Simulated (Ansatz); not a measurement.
NbRu3C:

```
CELL_PARAMETERS angstrom
4.06514 0.00000 0.00000
0.00000 4.06514 0.00000
0.00000 0.00000 4.06514
ATOMIC_POSITIONS crystal
Ru 0.50000 0.50000 0.00000
Ru 0.50000 0.00000 0.50000
Ru 0.00000 0.50000 0.50000
Nb 0.00000 0.00000 0.00000
C 0.50000 0.50000 0.50000
```

The cell comes from a database or a generator and needn't be the stable form of this composition.

| Item | Value |
| --- | --- |
| Program | Ansatz 0.2.0 |
| Task | single point |
| Functional | PBEsol |
| Potentials or basis | Ansatz PAW |
| Cutoff | 420 eV (not typed: the program's choice for these potentials) |
| k mesh | 7 × 7 × 7 |
| Occupations | fermi-dirac, width 0.05 eV |
| Spin | no spin polarisation |

On this cell: pressure -11.8 GPa; largest force zero by symmetry; band gap on the k mesh none (metal or under the smearing width).

The same run follows on a disturbed copy (atoms moved at random, drawn with an rms of 0.05 Å):

```
Ru Nb C
1.0
     4.06514    0.00000    0.00000
     0.00000    4.06514    0.00000
     0.00000    0.00000    4.06514
Ru Nb C
3 1 1
Cartesian
  2.0522 2.0409 0.0365
  1.9868 -0.0323 2.0339
  0.0144 2.0229 2.0916
  0.0104 0.0706 0.0109
  2.0360 2.0207 2.0526
```

**Question.** What does the disturbed cell give?

**Answer.** The energy (extrapolated to zero smearing) moves by +4.9 meV/atom; pressure -11.4 GPa; largest force 0.551 eV/Å; band gap on the k mesh none (metal or under the smearing width).

Forces on the atoms (eV/Å):
```
Ru  -0.014 -0.044 -0.251
Ru   0.090  0.542  0.051
Ru  -0.213 -0.016 -0.031
Nb  -0.005 -0.302  0.072
C    0.143 -0.180  0.159
```

Stress tensor (GPa, compression positive):
```
-11.31   0.24  -0.03
  0.24 -11.44   0.12
 -0.03   0.12 -11.35
```

Caveats: the PAW data sets come from PBE, with cores solved anew for the run's functional, which leaves a small shift of forces and pressure.
